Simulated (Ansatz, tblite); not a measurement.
**The cluster BeSi₄−: one state, many levels**

One table from this session's results is given with a row withheld; the runs are named, their logs left out.

Method: as each input shows; program: Ansatz 0.2.0, Gaussian basis.

The runs, in order: GFN1-xTB, PBE-D4/def2-TZVPD, r2SCAN-D4/def2-TZVPD, revPBE-D4/def2-TZVPD, LDA/def2-TZVPD, B3LYP-D4/def2-TZVPD, HF/STO-3G, MP2/def2-TZVPD.

7 further runs of the same task are left out: 3 that didn't finish, 4 set aside as unsound or not needed. Runs told in other sessions of the task aren't counted.

**The relaxed structure**

The doublet was relaxed beforehand with PBE-D4/def2-SVPD. At that level it is the lowest of the isomers that a small search found.

5 atoms, charge -1, spin multiplicity 2.

Bond lengths: Be1–Si2 2.208 Å, Be1–Si3 2.208 Å, Be1–Si4 2.240 Å, Be1–Si5 2.243 Å, Si2–Si4 2.546 Å, Si2–Si5 2.347 Å, Si3–Si4 2.347 Å, Si3–Si5 2.547 Å. Angles: Si2–Be1–Si3 76.2°, Si2–Be1–Si4 69.8°, Si2–Be1–Si5 63.6°, Si3–Be1–Si4 63.7°, Si3–Be1–Si5 69.8°, Si4–Be1–Si5 119.9°, Be1–Si2–Si4 55.7°, Be1–Si2–Si5 58.9°, Si4–Si2–Si5 104.8°, Be1–Si3–Si4 58.8°, Be1–Si3–Si5 55.7°, Si4–Si3–Si5 104.8°, Be1–Si4–Si2 54.5°, Be1–Si4–Si3 57.5°, Si2–Si4–Si3 67.5°, Be1–Si5–Si2 57.5°, Be1–Si5–Si3 54.5°, Si2–Si5–Si3 67.5°.

The ion is computed in the gas phase, without counter-ions or solvent.

PBE0-D4/def2-TZVPD was run before; its log isn't repeated, and its numbers join the tables.

Set-up of the first run:

Tight binding, by tblite at 300 K electronic temperature and without a spin-polarisation term:

```python
tblite.interface.Calculator('GFN1-xTB', numbers, positions, charge=-1, uhf=1).singlepoint()
```

start.molden holds the orbitals of an earlier run on this state, given as this run's starting guess.

File in.yaml:

```yaml
crystal:
  periodic: [false, false, false]
  atoms:
    - {symbol: Be, position_ang: [1.119116, 0.020104, -0.238089]}
    - {symbol: Si, position_ang: [-0.300055, 0.093865, 1.452157]}
    - {symbol: Si, position_ang: [-0.861350, -0.113992, -1.205425]}
    - {symbol: Si, position_ang: [-0.077441, 1.912272, -0.316506]}
    - {symbol: Si, position_ang: [0.119730, -1.912239, 0.307852]}
basis:
  gaussian: {orbitals: def2-TZVPD, initial_orbitals: start.molden}
total_charge: -1
magnetization: {spin_polarized: true, initial_magnetization: 1}
hamiltonian: {xc: pbe, dispersion: d4}
scf: {omitted_lower_state_checks: [starts]}
output: {forces: true, orbitals: {seedname: orbitals}}
```

Command:

```console
ansatz run in.yaml --threads 4 --pin off --events-out ev --progress --plain --max-ram 4787MiB
```

Steps of the session up to this table: PBE-D4/def2-TZVPD; r2SCAN-D4/def2-TZVPD; revPBE-D4/def2-TZVPD; LDA/def2-TZVPD; B3LYP-D4/def2-TZVPD; HF/STO-3G; MP2/def2-TZVPD.

One table of the session follows, with a row left open; its other results are not shown here.

| level | LUMO (eV) | gap (eV) |
| --- | --- | --- |
| HF/STO-3G | 9.86 | 7.49 |
| LDA/def2-TZVPD | -0.29 | 0.35 |
| PBE-D4/def2-TZVPD | -0.05 | 0.46 |
| revPBE-D4/def2-TZVPD | 0.01 | 0.48 |
| r2SCAN-D4/def2-TZVPD | ? | ? |
| B3LYP-D4/def2-TZVPD | 0.49 | 1.59 |
| PBE0-D4/def2-TZVPD | 0.62 | 1.91 |

Estimate the missing values for r2SCAN-D4/def2-TZVPD.

As computed: LUMO (eV): 0.09; gap (eV): 0.72. In the column «LUMO (eV)» it lies between revPBE-D4/def2-TZVPD (0.01) and B3LYP-D4/def2-TZVPD (0.49).

Caveats from the session: The anion's highest level is positive in at least one run, so there the basis alone may hold the extra electron.
